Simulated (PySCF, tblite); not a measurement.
# C₄H₈BN₂ radical: geometry, infrared bands and EPR parameters

Wanted: the infrared bands and EPR parameters of C₄H₈BN₂ radical (`[H]/[C]=C\B(N=C)NC`), by calculation.

The runs use tblite 0.8.0 and PySCF 2.14.0, with density-fitted response routines of our own; the level of theory stands in each step. All values are computed, except where a source is named. Atoms are numbered from 0 throughout.

**1. Starting geometry**

15 atoms, charge 0, multiplicity 2; geometry from: force field or distance geometry start.

Bonds of the start (Å): C0–C1 1.30, C1–B2 1.56, B2–N3 1.50, N3–C4 1.28, B2–N5 1.51, N5–C6 1.45, C0–H7 1.08, C1–H8 1.11, C4–H9 1.07, C4–H10 1.09, N5–H11 1.05, C6–H12 1.10, C6–H13 1.11, C6–H14 1.09.

**2. Optimising the geometry with GFN2-xTB**

Job settings and geometry (Å):

```
{"job": {"kind": "relax", "xc": "GFN2-xTB", "basis": "xTB"}, "charge": 0, "multiplicity": 2}
C     -1.124000     2.409000     0.421500
C     -0.098700     1.729600     0.855600
B      0.356800     0.340400     0.303500
N      1.808700     0.178600    -0.022500
C      2.175200    -0.990900    -0.400000
N     -0.568600    -0.836600     0.140300
C     -1.086600    -0.804700    -1.215100
H     -1.763900     2.072000    -0.375100
H      0.518800     2.128200     1.684400
H      3.200900    -1.170400    -0.640600
H      1.485600    -1.826700    -0.519600
H     -1.343600    -0.884400     0.842200
H     -0.865800     0.208200    -1.589200
H     -2.177700    -1.013700    -1.212800
H     -0.521600    -1.530600    -1.800100
```

On the command line:

```sh
OMP_NUM_THREADS=1 python probes_run.py task.json out
```

One launch serves the whole session: the jobs run in the order shown.

Log:

```text
step      E/eV     max force
  0    -531.58592    2.015
  1    -531.73267    1.553
  2    -531.82534    0.994
  3    -531.90075    0.851
  4    -531.96525    0.737
  5    -532.00287    0.778
  6    -532.02868    0.474
  7    -532.05058    0.449
  8    -532.07095    0.381
  9    -532.08689    0.333
 10    -532.11035    0.430
 11    -532.13560    0.540
 12    -532.16619    0.460
 13    -532.20225    0.540
 14    -532.24969    0.678
 15    -532.30662    0.904
 16    -532.36900    0.946
 17    -532.43363    0.604
 18    -532.48536    0.533
 19    -532.53233    0.595
 20    -532.58813    0.947
 21    -532.65243    1.004
 22    -532.73179    0.859
 23    -532.85336    0.807
 24    -532.90423    1.342
 25    -532.96685    1.263
 26    -533.04231    0.580
 27    -533.08027    0.517
 28    -533.11159    0.407
 29    -533.13147    0.500
 30    -533.15019    0.505
 31    -533.16416    0.800
 32    -533.17941    0.336
 33    -533.18817    0.408
 34    -533.19832    0.236
 35    -533.21239    0.266
 36    -533.22891    0.349
 37    -533.24332    0.280
 38    -533.25497    0.267
 39    -533.26387    0.289
 40    -533.27205    0.217
 41    -533.27797    0.156
 42    -533.28108    0.099
 43    -533.28246    0.090
 44    -533.28337    0.076
 45    -533.28420    0.080
 46    -533.28501    0.110
 47    -533.28597    0.108
 48    -533.28738    0.077
 49    -533.28850    0.097
 50    -533.29034    0.130
 51    -533.29220    0.125
 52    -533.29370    0.092
 53    -533.29469    0.075
 54    -533.29559    0.078
 55    -533.29662    0.098
 56    -533.29767    0.070
 57    -533.29833    0.066
 58    -533.29879    0.060
 59    -533.29928    0.074
 60    -533.29994    0.082
 61    -533.30060    0.071
 62    -533.30110    0.065
 63    -533.30152    0.059
 64    -533.30200    0.074
 65    -533.30252    0.067
 66    -533.30289    0.044
 67    -533.30308    0.030
 68    -533.30323    0.038
 69    -533.30338    0.041
 70    -533.30357    0.045
 71    -533.30378    0.047
 72    -533.30401    0.064
 73    -533.30433    0.075
 74    -533.30485    0.078
 75    -533.30567    0.084
 76    -533.30672    0.098
 77    -533.30772    0.074
 78    -533.30846    0.076
 79    -533.30902    0.052
 80    -533.30950    0.074
 81    -533.31001    0.097
 82    -533.31049    0.069
 83    -533.31097    0.040
 84    -533.31113    0.041
 85    -533.31142    0.053
 86    -533.31165    0.071
 87    -533.31207    0.053
 88    -533.31264    0.064
 89    -533.31325    0.063
 90    -533.31373    0.074
 91    -533.31404    0.043
 92    -533.31421    0.038
 93    -533.31432    0.023
 94    -533.31447    0.027
 95    -533.31460    0.029
 96    -533.31471    0.031
 97    -533.31485    0.032
 98    -533.31506    0.035
 99    -533.31541    0.050
100    -533.31586    0.055
101    -533.31622    0.042
102    -533.31640    0.026
103    -533.31648    0.021
104    -533.31653    0.015
105    -533.31655    0.008
```

Wall time 0.58 s (1 thread of Arm Neoverse V1, shared host).

The steps of the relaxation: (not every step is listed)

| step | energy from step 0 (eV) | largest force (eV/Å) |
| --- | --- | --- |
| 0 | 0.0000 | 2.0155 |
| 1 | -0.1467 | 1.5531 |
| 2 | -0.2394 | 0.9941 |
| 3 | -0.3148 | 0.8512 |
| 4 | -0.3793 | 0.7373 |
| 5 | -0.4170 | 0.7784 |
| 6 | -0.4428 | 0.4744 |
| 7 | -0.4647 | 0.4493 |
| 8 | -0.4850 | 0.3813 |
| 17 | -0.8477 | 0.6044 |
| 26 | -1.4564 | 0.5796 |
| 35 | -1.6265 | 0.2658 |
| 44 | -1.6975 | 0.0757 |
| 53 | -1.7088 | 0.0754 |
| 62 | -1.7152 | 0.0647 |
| 71 | -1.7179 | 0.0469 |
| 80 | -1.7236 | 0.0741 |
| 89 | -1.7273 | 0.0632 |
| 98 | -1.7291 | 0.0352 |
| 100 | -1.7299 | 0.0550 |
| 101 | -1.7303 | 0.0421 |
| 102 | -1.7305 | 0.0263 |
| 103 | -1.7306 | 0.0208 |
| 104 | -1.7306 | 0.0148 |
| 105 | -1.7306 | 0.0079 |

Distances of close pairs at the start and the end, largest changes first:

| bond | before (Å) | after (Å) | change (Å) |
| --- | --- | --- | --- |
| B2–N3 | 1.497 | 1.361 | -0.136 |
| B2–N5 | 1.506 | 1.400 | -0.106 |
| C1–B2 | 1.563 | 1.626 | +0.063 |
| N5–H11 | 1.047 | 1.007 | -0.039 |
| N3–C4 | 1.282 | 1.248 | -0.035 |
| C1–H8 | 1.108 | 1.082 | -0.026 |
| C4–H9 | 1.069 | 1.092 | +0.024 |
| C0–C1 | 1.304 | 1.282 | -0.022 |

The end geometry stands in the next job.

**3. Harmonic vibrations with GFN2-xTB**

Job settings and geometry (Å):

```
{"job": {"kind": "ir", "xc": "GFN2-xTB", "basis": "xTB"}, "charge": 0, "multiplicity": 2}
C     -0.591146     2.519372     1.012788
C      0.149367     1.479440     1.129042
B      0.092779     0.205785     0.119717
N      1.224966    -0.546311     0.047722
C      2.415868    -0.823761    -0.200209
N     -1.122638    -0.092336    -0.508923
C     -1.378530    -1.172395    -1.430454
H     -1.355361     2.885290     0.364664
H      0.892135     1.390656     1.910589
H      3.006225    -0.303355    -0.957826
H      2.918081    -1.630901     0.330640
H     -1.932732     0.477103    -0.323363
H     -1.661498    -0.791991    -2.418366
H     -2.185515    -1.817313    -1.067988
H     -0.476416    -1.771294    -1.535598
```

Log:

```text
mode    cm-1     km/mol
  1      44.8      0.34
  2     100.0      6.27
  3     105.4      1.00
  4     127.5      3.71
  5     131.0      3.24
  6     159.5      0.26
  7     258.3      4.11
  8     335.6     11.02
  9     373.3      9.86
 10     439.9     28.06
 11     510.6     10.99
 12     541.6     64.12
 13     596.4     20.22
 14     662.1     14.27
 15     756.1    213.29
 16     918.4     38.78
 17     920.9      8.37
 18     980.6     19.40
 19    1067.9     39.52
 20    1110.4      1.48
 21    1119.7     12.21
 22    1135.5      4.06
 23    1147.9     33.66
 24    1320.6     69.29
 25    1408.5     75.15
 26    1435.7     99.99
 27    1484.0     43.32
 28    1485.8     11.77
 29    1504.3     55.13
 30    1680.9    154.02
 31    1840.3    101.59
 32    2885.5    102.44
 33    2912.0     67.54
 34    2942.2    102.14
 35    2946.1     46.41
 36    3009.2     25.05
 37    3034.5     18.01
 38    3167.8     35.59
 39    3465.3      1.81
```

It took 0.39 s on 1 thread of Arm Neoverse V1, shared host.

The strongest bands and the atoms that carry them (share of the mass-weighted mode):

| cm⁻¹ | km/mol | atoms |
| --- | --- | --- |
| 756 | 213.3 | H7 62 %, C0 20 %, C1 12 % |
| 1321 | 69.3 | H11 48 %, B2 29 % |
| 1408 | 75.2 | H14 31 %, C6 16 %, H12 16 %, H13 15 % |
| 1436 | 100.0 | N5 19 %, H10 18 %, H9 16 %, H13 11 % |
| 1681 | 154.0 | C1 37 %, C0 36 %, N3 11 % |
| 1840 | 101.6 | N3 47 %, C4 26 %, C1 10 % |
| 2886 | 102.4 | H9 85 % |
| 2942 | 102.1 | H13 64 %, H12 25 % |

**4. g tensor and hyperfine couplings: B3LYP/pcH-1**

Settings changed since step 3:

```diff
@@ -1,2 +1,2 @@
-{"job": {"kind": "ir", "xc": "GFN2-xTB", "basis": "xTB"}, "charge": 0, "multiplicity": 2}
+{"job": {"kind": "epr", "basis": "pcH-1"}, "charge": 0, "multiplicity": 2}
 C     -0.591146     2.519372     1.012788
```

Method: UKS B3LYP, pcH-1 on B C H N, non-relativistic, mean-field spin-orbit, GIAO.

Log:

```text
UKS, coarse grid
  cycle   1  E = -291.47898024  |g| = 4.10e-01
  cycle   2  E = -291.34621622  |g| = 6.77e-01
  cycle   3  E = -291.55758971  |g| = 1.27e-01
  cycle   4  E = -291.56466324  |g| = 4.12e-02
  cycle   5  E = -291.56537209  |g| = 1.96e-02
  cycle   6  E = -291.56556860  |g| = 4.42e-03
  cycle   7  E = -291.56559419  |g| = 2.08e-03
  cycle   8  E = -291.56560257  |g| = 1.37e-03
  cycle   9  E = -291.56560539  |g| = 8.13e-04
UKS, final grid
  cycle   1  E = -291.56564708  |g| = 1.33e-03
  cycle   2  E = -291.56564517  |g| = 2.46e-03
  cycle   3  E = -291.56564816  |g| = 1.60e-04
  cycle   4  E = -291.56564822  |g| = 1.45e-04
  cycle   5  E = -291.56564826  |g| = 8.81e-05
  cycle   6  E = -291.56564826  |g| = 1.26e-05
E = -291.56564826 Eh   <S^2> = 0.7589 (exact 0.7500)
g shifts (ppm)      1          2          3
  rmc          -141       -141       -141
  gc             27          6        -55
  oz_so        -837        -22        762
  total        -951       -158        566
hyperfine (MHz)  atom isotope    a_iso     a_fc   dipolar eigenvalues
    0   13C     285.49     285.49    -77.67    -57.34    135.02
    1   13C     -32.13     -32.13    -19.00      0.76     18.24
    2   11B      91.36      91.36     -6.60     -5.98     12.58
    3   14N       0.61       0.61     -1.70      0.15      1.55
    4   13C       4.47       4.47     -3.72     -3.44      7.16
    5   14N      -2.40      -2.40     -0.55      0.07      0.48
    6   13C       0.57       0.57     -0.25     -0.15      0.40
    7    1H      48.14      48.14    -30.84     -6.04     36.88
    8    1H     144.78     144.78     -6.54     -5.52     12.07
    9    1H      -4.07      -4.07     -1.40     -0.09      1.50
   10    1H      -3.89      -3.89     -1.85     -0.31      2.16
   11    1H       0.67       0.67     -3.29     -2.33      5.62
   12    1H       0.96       0.96     -0.66     -0.58      1.24
   13    1H      -0.49      -0.49     -0.60     -0.52      1.12
   14    1H       0.80       0.80     -0.74     -0.60      1.34
```

Run time: 54 s. Hardware: 1 thread of Arm Neoverse V1, shared host; peak memory 1 GiB.

Principal g values 2.00137, 2.00216, 2.00289; g(iso) = 2.00214, against 2.00232 for a free electron.

Hyperfine couplings; where a row names several nuclei, a(iso) is their mean (it holds for fast rotation or exchange) and the dipolar term the largest among them:

| nuclei | isotope | a(iso) (MHz) | a(iso) (G, at g = 2.0023) | largest dipolar term (MHz) |
| --- | --- | --- | --- | --- |
| C0 | 13C | 285.5 | 101.9 | 135.0 |
| H8 | 1H | 144.8 | 51.7 | 12.1 |
| B2 | 11B | 91.4 | 32.6 | 12.6 |
| H7 | 1H | 48.1 | 17.2 | 36.9 |
| C1 | 13C | -32.1 | -11.5 | -19.0 |
| C4 | 13C | 4.5 | 1.6 | 7.2 |
| H9 | 1H | -4.1 | -1.5 | 1.5 |
| H10 | 1H | -3.9 | -1.4 | 2.2 |
| N5 | 14N | -2.4 | -0.9 | -0.5 |
| H11 | 1H | 0.7 | 0.2 | 5.6 |
| N3 | 14N | 0.6 | 0.2 | -1.7 |
| C6 | 13C | 0.6 | 0.2 | 0.4 |
| H12, H13, H14 | 1H | 0.4 | 0.2 | 1.3 |

Mulliken spin populations:

C0 0.97; C1 -0.16; B2 0.10; N3 -0.02; C4 0.05; N5 0.00; C6 0.00; H7 0.01; H8 0.06; H9 0.00; H10 0.00; H11 0.00; H12 0.00; H13 0.00; H14 0.00

In first order the couplings over 0.8 MHz of 1H, 11B, 14N give 192 distinct lines over 171.2 G, if the averaged nuclei exchange fast; the same motion can average rows kept apart here too.

The fields below are evaluated on a grid from the run's orbitals.

ELF in a plane through or near 9 of the atoms.

Values, 10 rows by 14 columns:
```
0.00 0.00 0.00 0.00 0.00 0.00 0.00 0.02 0.00 0.00 0.00 0.00 0.00 0.00
0.00 0.00 0.00 0.00 0.00 0.06 0.70 0.85 0.34 0.04 0.00 0.00 0.00 0.00
0.00 0.00 0.00 0.00 0.06 0.14 0.64 0.48 0.92 0.87 0.04 0.00 0.00 0.00
0.00 0.00 0.00 0.00 0.25 0.62 0.34 0.63 0.21 0.02 0.00 0.00 0.00 0.00
0.00 0.00 0.01 0.14 0.14 0.18 0.46 0.34 0.55 0.97 0.74 0.00 0.00 0.00
0.00 0.00 0.08 0.49 0.66 0.52 0.85 0.57 0.54 0.49 0.03 0.00 0.00 0.00
0.00 0.01 0.22 0.73 0.52 0.69 0.15 0.61 0.56 0.31 0.48 0.04 0.00 0.00
0.00 0.00 0.01 0.07 0.11 0.06 0.01 0.99 0.87 0.13 0.05 0.01 0.00 0.00
0.00 0.00 0.00 0.00 0.00 0.00 0.00 0.01 0.01 0.00 0.00 0.00 0.00 0.00
0.00 0.00 0.00 0.00 0.00 0.00 0.00 0.00 0.00 0.00 0.00 0.00 0.00 0.00
```
The map spans 11.3 Å across and 11.0 Å up, centred on the molecule. Atoms in the plane (x, y in Å): C0 (0.3, 2.8), C1 (-0.5, 1.9), B2 (-0.2, 0.3), N3 (-1.3, -0.5), C4 (-2.4, -1.0), N5 (1.1, -0.1), C6 (1.6, -1.5), H11 (1.9, 0.6), H14 (0.7, -2.1).

On the surface of density 0.002 e/bohr³ the electrostatic potential runs, from the 1st to the 99th percentile, from -0.95 V near C0 to 1.34 V near H11.

The spin density lies nearest to C0 68 %; C1 8 % (both signs); H7, H8 about 6 % each.

**5. What came out**

| quantity | value |
| --- | --- |
| strongest single infrared mode (GFN2-xTB) | 756 cm⁻¹, 213 km/mol |
| zero-point energy (GFN2-xTB) | 71.6 kcal/mol |
| g(iso) (B3LYP) | 2.00214 |
| ⟨S²⟩ | 0.759 (exact 0.75) |
| largest a(iso) (averaged by class) | 13C on C0, 285.5 MHz |
| potential on the surface of density 0.002 e/bohr³, 1st and 99th percentile | -0.95 V and 1.34 V |

The optimisation took 105 steps and gained 1.731 eV; among the close pairs (by a distance rule), B2–N3 changed most, from 1.497 to 1.361 Å. All 39 modes are real, so the xTB geometry is a minimum. The strongest single mode, at 756 cm⁻¹, moves mainly H7. Unscaled tight-binding wavenumbers are off by several per cent, some by more. Its intensities can rank the bands wrongly. Most of the unpaired spin sits on C0 (0.97 e). The isotropic g lies 0.2 ppt below the free-electron value. These values are for one conformer; the search (at its own cheap level) found 2 more, at 0.01, 0.20 kcal/mol (those within 0.05 may be mirror or relabelled copies), and measured spectra average over such forms.
